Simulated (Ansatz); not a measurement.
**InH₃+ (doublet): wave-function methods side by side at distance In1–H3 = 2.011 Å, def2-SVP**

An exercise on one series of results from a longer session: the logs are not shown, and one member is left open.

Program: Ansatz 0.2.0, Gaussian basis. Level of theory: def2-SVP, core rule «outside noble gas», up to 9 orbitals frozen. These are calculated values, not measurements.

To be run: UHF; CCSD(T) on ROHF; CCSD(T) on UHF; BCCD(T) on ROHF; CISD; CCSDT(Q) on ROHF; CCSDT(Q) on UHF; CASSCF and MRCISD+Q, 3 electrons in 3 orbitals; CASSCF and NEVPT2, 3 electrons in 3 orbitals; Full CI.

39 further runs of the same task are left out: 21 for a known fault of the program, 15 that didn't finish, 3 set aside as unsound or not needed.

## The system

The geometry derives from a PBE0/def2-TZVP stationary point (not a proven minimum). One bond is set to the value named and the two fragments are kept rigid. No spin-orbit coupling is included. Elements past krypton take def2 core potentials.

4 atoms, charge 1, spin multiplicity 2.

Atoms are counted from 1 here; the program's logs count them from 0.

Bond lengths: In1–H3 2.011 Å, In1–H4 1.668 Å. Angles: H3–In1–H4 174.7°.

Geometry (Å):

```xyz
4

In    0.0000   -0.0186    0.0035
H     0.0000    2.3333   -0.0655
H     0.0000   -0.1698   -2.0018
H     0.0000   -0.0481    1.6716
```

Set-up of the first run:

The input, in.yaml:

```yaml
crystal:
  periodic: [false, false, false]
  atoms:
    - {symbol: In, position_ang: [0.000000, -0.018570, 0.003474]}
    - {symbol: H, position_ang: [0.000000, 2.333269, -0.065514]}
    - {symbol: H, position_ang: [0.000000, -0.169831, -2.001829]}
    - {symbol: H, position_ang: [0.000000, -0.048116, 1.671596]}
basis:
  gaussian: {orbitals: def2-SVP}
total_charge: 1
magnetization: {spin_polarized: true, initial_magnetization: 1}
hamiltonian: {xc: hf}
output: {orbitals: {seedname: orbitals}}
```

The run is started by

```bash
> ansatz run in.yaml --threads 1 --pin off --events-out ev --progress --plain --max-ram 2393MiB
```

Steps of the session up to this table: UHF; CCSD(T) on ROHF; CCSD(T) on UHF; BCCD(T) on ROHF; CISD; CCSDT(Q) on ROHF; CCSDT(Q) on UHF; CASSCF and MRCISD+Q, 3 electrons in 3 orbitals; CASSCF and NEVPT2, 3 electrons in 3 orbitals; Full CI.

One table of the session follows, with a row left open; its other results are not shown here.

| method | from FCI (meV) |
| --- | --- |
| ROHF | +1916.0 |
| UHF | +1902.7 |
| RMP2 | +564.5 |
| UMP2 | +563.0 |
| RCCSD | +40.3 |
| UCCSD | +39.3 |
| RCCSD(T) | +13.1 |
| UCCSD(T) | +12.3 |
| BCCD(T) | +12.0 |
| RCCSDT | +0.7 |
| UCCSDT | 0.0 |
| RCCSDT(Q) | ? |
| UCCSDT(Q) | -0.8 |
| CASSCF pair | +1280.0 |
| NEVPT2 pair | +400.0 |
| MRCISD pair | +35.7 |
| MRCISD+Q pair | -13.0 |
| FCI | 0 |

**Question.** Estimate the row for RCCSDT(Q).

The run gave: from FCI (meV): -0.1. In the column «from FCI (meV)» it lies between UCCSDT(Q) (-0.8) and UCCSDT (0.0).

Among the levels timed on like hardware and quicker than the yardstick, those that no quicker one beats, quickest first: NEVPT2 pair (0.81 s, +400.0 meV); MRCISD+Q pair (0.82 s, -13.0 meV); BCCD(T) (0.91 s, +12.0 meV); RCCSDT(Q) (3.6 s, -0.1 meV).

Not comparable, so not listed: CISD (they don't share determinant, frozen orbitals or solution with the rows shown, or repeat one).

Caveats from the session: The yardstick is full CI for this spin, exact in this basis with these frozen cores. MRCISD+Q pair falls below full CI: the +Q correction isn't variational, and the cores differ from full CI's. Of the multireference levels listed MRCISD+Q pair comes nearest in total energy (-13.0 meV), which doesn't show that its space is the better one. Levels on UHF freeze UHF's core orbitals, full CI those of ROHF, so the U rows can settle a little off it for that reason alone. Restricted and unrestricted rows rest on different reference determinants; where their highest levels disagree by more than a few hundredths of an eV, they describe different states and don't form one ladder.
